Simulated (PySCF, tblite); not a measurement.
# C5H9F3O2Si: geometry, infrared bands and NMR shifts

What infrared bands and NMR shifts should C5H9F3O2Si (`C[C@@H](CC(F)=C(F)F)O[SiH2]O`) show?

Computed with tblite 0.8.0 and PySCF 2.14.0, with density-fitted response routines of our own, on a single molecule in the gas phase. Atoms count from 0, in the outputs and in this text.

**1. The molecule as given**

20 atoms, charge 0, multiplicity 1; geometry from: force field or distance geometry start.

Bonds of the start (Å): C0–C1 1.52, C1–C2 1.55, C2–C3 1.50, C3–F4 1.37, C3–C5 1.33, C5–F6 1.35, C5–F7 1.36, C1–O8 1.42, O8–Si9 1.67, Si9–O10 1.66, C0–H11 1.09, C0–H12 1.09, C0–H13 1.10, C1–H14 1.11, C2–H15 1.09, C2–H16 1.09, Si9–H17 1.48, Si9–H18 1.48, O10–H19 0.96.

**2. Relaxing the molecule with GFN2-xTB**

What the job is given:

```
{"job": {"kind": "relax", "xc": "GFN2-xTB", "basis": "xTB"}, "charge": 0, "multiplicity": 1}
C     -1.671300    -1.485800     0.532700
C     -0.505400    -0.505000     0.491800
C      0.798900    -1.269800     0.144600
C      2.000600    -0.390800     0.305400
F      2.323100    -0.013000     1.578300
C      2.780500     0.002800    -0.693900
F      2.513600    -0.357700    -1.965800
F      3.866600     0.783000    -0.431300
O     -0.746500     0.460200    -0.517600
Si    -1.235800     1.996300    -0.092800
O     -1.508000     2.846100    -1.488700
H     -1.526800    -2.275000     1.277300
H     -1.837100    -1.946200    -0.437100
H     -2.604500    -0.958800     0.778100
H     -0.393000    -0.041800     1.496600
H      0.725500    -1.636000    -0.877100
H      0.908600    -2.135800     0.797600
H     -0.159600     2.641400     0.683100
H     -2.475200     1.924000     0.705200
H     -1.259300     2.372600    -2.289500
```

The run is started by

```bash
$ OMP_NUM_THREADS=1 python probes_run.py task.json out
```

The driver reads the jobs from task.json and runs them one after another.

**Question.** This job is followed by: GFN2-xTB harmonic vibrations, gas phase; GIAO PBE0/pcSseg-1 NMR shielding, non-relativistic, gas phase. What will the session give for the following? strongest single infrared mode (GFN2-xTB); zero-point energy (GFN2-xTB); ¹³C shifts against TMS (PBE0/pcSseg-1); ¹H shifts against TMS (PBE0/pcSseg-1, means over atoms taken as alike); ¹⁹F shifts against CFCl3 (PBE0/pcSseg-1); ¹⁷O shifts against H2O (PBE0/pcSseg-1); ²⁹Si shifts against TMS (PBE0/pcSseg-1).

As calculated:

```
                                                              quantity                                         value
                             strongest single infrared mode (GFN2-xTB)                          832 cm⁻¹, 456 km/mol
                                          zero-point energy (GFN2-xTB)                                 85.1 kcal/mol
                                ¹³C shifts against TMS (PBE0/pcSseg-1)            168.7, 137.4, 66.8, 42.3, 25.5 ppm
¹H shifts against TMS (PBE0/pcSseg-1, means over atoms taken as alike)  5.03, 4.88, 3.98, 2.43, 2.19, 1.81, 1.37 ppm
                              ¹⁹F shifts against CFCl3 (PBE0/pcSseg-1)                    -105.2, -128.0, -190.0 ppm
                                ¹⁷O shifts against H2O (PBE0/pcSseg-1)                                66.1, 33.3 ppm
                               ²⁹Si shifts against TMS (PBE0/pcSseg-1)                                     -31.7 ppm
```

What this shows: Over 94 steps the energy fell by 0.308 eV; of the close pairs, Si9–O10 changed most, 1.657 to 1.613 Å. No mode is imaginary among the 54: a minimum at this level. The strongest single mode, at 832 cm⁻¹, moves mainly H19. Unscaled tight-binding wavenumbers are off by several per cent, some by more. Its intensities can rank the bands wrongly.
